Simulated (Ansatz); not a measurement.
# Al, space group Im-3m: an equation of state with a fit

Computed with the Python package of Ansatz (0.2.0).

At the Python prompt:
```pycon
>>> import warnings
>>> import ansatz as az
>>> import numpy as np
>>> vectors0 = np.array([
...     [-1.591219, 1.591219, 1.591219],
...     [1.591219, -1.591219, 1.591219],
...     [1.591219, 1.591219, -1.591219],
... ])
>>> sites = [
...     ('Al', [0.0, 0.0, 0.0]),
... ]
>>> def build(cell):
...     crystal = az.Crystal(lattice=az.Lattice.of(cell))
...     for symbol, position in sites:
...         crystal = crystal.atom(symbol, position)
...     return crystal
...
>>> warnings.simplefilter('ignore', az.DeckWarning)
>>> # uniform scaling of the cell
>>> volumes, energies, pressures = [], [], []
>>> for scale in np.linspace(0.95, 1.07, 5):
...     cell = vectors0 * scale ** (1 / 3)
...     setup = (
...         build(cell).calculation()
...         .functional('r2scan')
...         .scf(tolerance=1e-10)
...         .occupations('fermi_dirac')
...         .pseudopotentials('paw')
...         .basis(600)
...         .kpoints(13, 13, 13)
...         .stress()
...     )
...     rep = setup.run(threads=1, pin='off').report
...     volumes.append(abs(np.linalg.det(cell)) / len(sites))
...     energies.append(rep['free_energy_ev'] / len(sites))
...     pressures.append(np.trace(rep['stress_gpa']) / 3)
...     print(f'V = {volumes[-1]:8.4f} A^3/atom  F = {energies[-1]:.5f} eV/atom  P = {pressures[-1]:8.3f} GPa')
...
V =  15.3099 A^3/atom  F = -540.29281 eV/atom  P =    5.373 GPa
V =  15.7934 A^3/atom  F = -540.30417 eV/atom  P =    2.235 GPa
V =  16.2769 A^3/atom  F = -540.30676 eV/atom  P =   -0.449 GPa
V =  16.7604 A^3/atom  F = -540.30186 eV/atom  P =   -2.737 GPa
V =  17.2438 A^3/atom  F = -540.29059 eV/atom  P =   -4.678 GPa
>>> # third-order Birch-Murnaghan: a cubic in V^(-2/3)
>>> x = np.array(volumes) ** (-2 / 3)
>>> poly = np.polynomial.Polynomial.fit(x, energies, 3).convert()
>>> roots = poly.deriv().roots()
>>> x0 = min((r.real for r in roots if abs(r.imag) < 1e-9 and poly.deriv(2)(r.real) > 0), key=lambda r: abs(r - x.mean()))
>>> v0 = x0 ** -1.5
>>> b0 = 4 / 9 * poly.deriv(2)(x0) * v0 ** (-7 / 3) * 160.21766
>>> b1 = 4 + 2 / 3 * x0 * poly.deriv(3)(x0) / poly.deriv(2)(x0)
>>> print(f'V0 = {v0:.4f} A^3/atom, B0 = {b0:.1f} GPa, dB/dP = {b1:.2f}')
V0 = 16.1903 A^3/atom, B0 = 85.2 GPa, dB/dP = 4.35
```

A third-order Birch-Murnaghan fit through the 5 points has its minimum at 16.19 Å³ an atom, 0.5 % above the typed cell, with a bulk modulus of 85 GPa and dB/dP = 4.3. From that minimum the energy rises by 14.1 meV an atom on the compressed side and 16.3 meV on the expanded side.

What to keep in mind:
- Total energies depend on the potentials; only differences at equal settings carry meaning.
- For a metal this k-point mesh is coarse: on a finer one energies can move by several to tens of meV an atom and pressures by half a GPa or more, differences at one mesh by less.
- Pressure is positive in compression.
- This isn't the structure that Al takes at ambient conditions.
- It ran for 7.6 s on 1 thread of Arm Neoverse V2, with other jobs on the host, peak memory 0.39 GiB.
